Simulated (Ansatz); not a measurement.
# Be3TeF4: the cost of one run

Method: DFT PBE, scalar-relativistic, plane waves, PAW, in Ansatz 0.2.0.

## (1) The starting structure

The structure is triclinic, space group P1 (No. 1). The conventional cell has a = 4.519 Å, b = 5.824 Å, c = 6.088 Å, α = 75.27°, β = 70.85°, γ = 70.30°. Be (site symmetry 1) is surrounded by 3 F at 1.54 to 1.58 Å and 1 Te at 2.47 Å. Be (site symmetry 1) is surrounded by 2 F at 1.54 to 1.55 Å and 2 Te at 2.56 to 2.65 Å. Be (site symmetry 1) has 3 F at 1.55 to 1.57 Å and 1 Te at 2.50 Å in its first shell of neighbours. Te (site symmetry 1) is surrounded by 4 Be at 2.47 to 2.65 Å. F (site symmetry 1) has 2 Be at 1.54 to 1.57 Å in its first shell of neighbours. F (site symmetry 1) is surrounded by 2 Be at 1.54 to 1.56 Å. Around F (site symmetry 1) lie 2 Be at 1.55 to 1.56 Å. F (site symmetry 1) is surrounded by 2 Be at 1.55 to 1.58 Å.

As a file:

```
CELL_PARAMETERS angstrom
4.51940 0.00000 0.00000
1.96293 5.48303 0.00000
1.99720 0.92903 5.67571
ATOMIC_POSITIONS crystal
Be 0.13990 0.63768 0.16198
Be 0.89516 0.01725 0.45157
Be 0.60517 0.90783 0.96952
Te 0.38970 0.19058 0.26739
F 0.84451 0.67085 0.07109
F 0.76598 0.02591 0.71724
F 0.33694 0.80144 0.96303
F 0.02264 0.74845 0.39818
```

The cell was relaxed beforehand at this level, from a generated guess; it is a trial structure. At a tolerance of 0.02 Å it has space group P1 (No. 1); it has 17.58 Å³/atom, an uncorrected energy of -2.43 eV/atom over the elements.

## (2) Electronic structure at the relaxed geometry

input.yaml

```yaml
crystal:
  lattice:
    - [4.519396, 0.0, 0.0]
    - [1.962932, 5.4830331, 0.0]
    - [1.9972005, 0.9290273, 5.6757144]
  atoms:
    - { symbol: Be, position: [0.139896, 0.637676, 0.161985] }
    - { symbol: Be, position: [0.895165, 0.017254, 0.451573] }
    - { symbol: Be, position: [0.605168, 0.907832, 0.969518] }
    - { symbol: Te, position: [0.389704, 0.190576, 0.26739] }
    - { symbol: F, position: [0.844508, 0.670851, 0.071086] }
    - { symbol: F, position: [0.765983, 0.025914, 0.717239] }
    - { symbol: F, position: [0.336938, 0.801443, 0.963034] }
    - { symbol: F, position: [0.022637, 0.748453, 0.398175] }
basis:
  ecutwfc: 420
kpoints:
  mp_grid: { grid: [6, 4, 4] }
  band_path:
    path:
      - [[0.0, 0.0, 0.0], [0.0, 0.0, -0.5]]
      - [[0.0, -0.5, 0.0], [0.0, 0.0, 0.0], [-0.5, 0.0, 0.0]]
      - [[-0.5, -0.5, -0.5], [0.0, 0.0, 0.0], [-0.5, -0.5, 0.0]]
      - [[-0.5, 0.0, -0.5], [0.0, 0.0, 0.0], [0.0, -0.5, -0.5]]
    npoints: 14
hamiltonian:
  xc: pbe
scf:
  occupations: { method: gaussian, width: 0.02 }
  n_extra_bands: 20
output:
  forces: true
  stress: true
  eigenvalues: true
  populations: true
  dos: { projected: true, de: 0.02, nscf_kmesh: { grid: [9, 6, 6] } }
  bader: true
  write_density: true
  write_potential: true
  elf: true
  volumetric_format: npy
```

Command:

```console
$ ansatz run input.yaml --threads 4 --pin off --max-ram 8192MiB --backend cpu --events-out ev --progress --plain --runs-dir out
```

What time and memory should one allow on 4 threads of Arm Neoverse V2, shared host?

About 64 s, with a peak of 0.89 GiB.
